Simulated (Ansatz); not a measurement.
# HfPt3: the cost of one run

Computed with Ansatz 0.2.0 (DFT LDA, scalar-relativistic, plane waves, PAW, unless a step's input says otherwise).

## (1) Starting point

The structure is cubic, space group Pm-3m (No. 221). Conventional cell: a = 4.002 Å, b = 4.002 Å, c = 4.002 Å, α = 90.00°, β = 90.00°, γ = 90.00°. Hf (site symmetry m-3m) has 12 Pt at 2.83 Å as nearest neighbours. Pt (site symmetry 4/mmm) has 4 Hf at 2.83 Å and 8 Pt at 2.83 Å as nearest neighbours.

Structure file:

```
Hf Pt
1.0
     4.00245    0.00000    0.00000
     0.00000    4.00245    0.00000
     0.00000    0.00000    4.00245
Hf Pt
1 3
Direct
  0.00000 0.00000 0.00000
  0.50000 0.50000 0.00000
  0.50000 0.00000 0.50000
  0.00000 0.50000 0.50000
```

The structure comes from the Materials Project (structure only).

## (2) The base run

File input.yaml:

```yaml
crystal:
  lattice:
    - [4.00245006, 0.0, 0.0]
    - [0.0, 4.00245006, 0.0]
    - [0.0, 0.0, 4.00245006]
  atoms:
    - { symbol: Hf, position: [0.0, 0.0, 0.0] }
    - { symbol: Pt, position: [0.5, 0.5, 0.0] }
    - { symbol: Pt, position: [0.5, 0.0, 0.5] }
    - { symbol: Pt, position: [0.0, 0.5, 0.5] }
basis:
  ecutwfc: 420
  fft_grid_basis: typed
kpoints:
  mp_grid: { grid: [8, 8, 8] }
hamiltonian:
  xc: lda
  pseudopotentials: { kind: paw }
scf:
  occupations: { method: gaussian, width: 0.05 }
output:
  forces: true
  stress: true
  eigenvalues: true
  bader: true
  write_density: true
  volumetric_format: npy
  elf: true
```

The run is started by

```bash
$ ansatz run input.yaml --threads 1 --pin off --max-ram 2560MiB --backend cpu --events-out ev --progress --plain --runs-dir out
```

Q: Estimate wall time and peak memory on 1 thread of Arm Neoverse V1, shared host.

About 24 s, with a peak of 0.38 GiB.
